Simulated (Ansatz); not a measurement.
# CH4AlFSe: the cost of one run

All numbers are computed with Ansatz 0.2.0, driven from Python. Level of theory: PBE/cc-pVDZ.

## Step 1: Starting point

Bond lengths: C1–Se2 1.937 Å, Se2–Al3 2.377 Å, Al3–F4 1.892 Å, C1–H5 1.167 Å, C1–H6 1.059 Å, C1–H7 1.124 Å, Al3–H8 1.593 Å. Angles: C1–Se2–Al3 90.7°, Se2–C1–H5 105.9°, Se2–C1–H6 113.3°, Se2–C1–H7 111.0°, H5–C1–H6 107.5°, H5–C1–H7 106.2°, H6–C1–H7 112.4°, Se2–Al3–F4 121.6°, Se2–Al3–H8 122.6°, F4–Al3–H8 115.7°.

Input file ch4alfse.xyz:

```xyz
8

C    -0.98770    0.76870    0.52970
Se   -0.99470   -0.12400   -1.18960
Al    1.13880   -1.07120   -0.74050
F     2.73910   -0.16830   -1.19240
H    -1.98370    1.37440    0.57850
H    -0.98170    0.09850    1.34980
H    -0.15730    1.52380    0.58800
H     1.31920   -2.45910    0.02070
```

## Step 2: Script

ch4alfse_tae.py reads:

```python
# -*- coding: utf-8 -*-
"""Atomisation energy of CH4AlFSe at the given geometry."""

from collections import Counter

import ansatz as az


def single_point(molecule, charge=0, unpaired=0):
    calc = (
        molecule.calculation()
        .basis(gaussian="cc-pVDZ")
        .functional("PBE")
    )
    if charge:
        calc = calc.charge(charge)
    if unpaired:
        calc = calc.spin("collinear", total=unpaired)
    return calc.run(threads=1).report["free_energy_ev"]

geometry = az.Crystal.molecule_from_extxyz("ch4alfse.xyz")

# unpaired electrons of the ground-state atoms
unpaired = {"C": 2, "Se": 2, "Al": 1, "F": 1, "H": 1}
counts = Counter(site.symbol for site in geometry.cartesian_sites)
atom_energy = {s: single_point(az.Crystal.molecule().atom(s, (0, 0, 0)), 0, unpaired[s]) for s in counts}
whole = single_point(geometry, 0, 0)
for s, e in atom_energy.items():
    print(f"{s:2s} x{counts[s]}  {e:14.5f} eV")
print(f"CH4AlFSe: {whole:.5f} eV")
split = sum(counts[s] * e for s, e in atom_energy.items()) - whole
print(f"atomisation energy (no zero-point term): {96.485332 * split:.1f} kJ/mol, {split / sum(counts.values()):.3f} eV an atom")
```

## Step 3: Running it

The run is started by

```sh
$ python ch4alfse_tae.py
```

What time and memory should one allow on 1 thread of Arm Neoverse V1, shared host?

About 4.7 s, with a peak of 0.19 GiB.
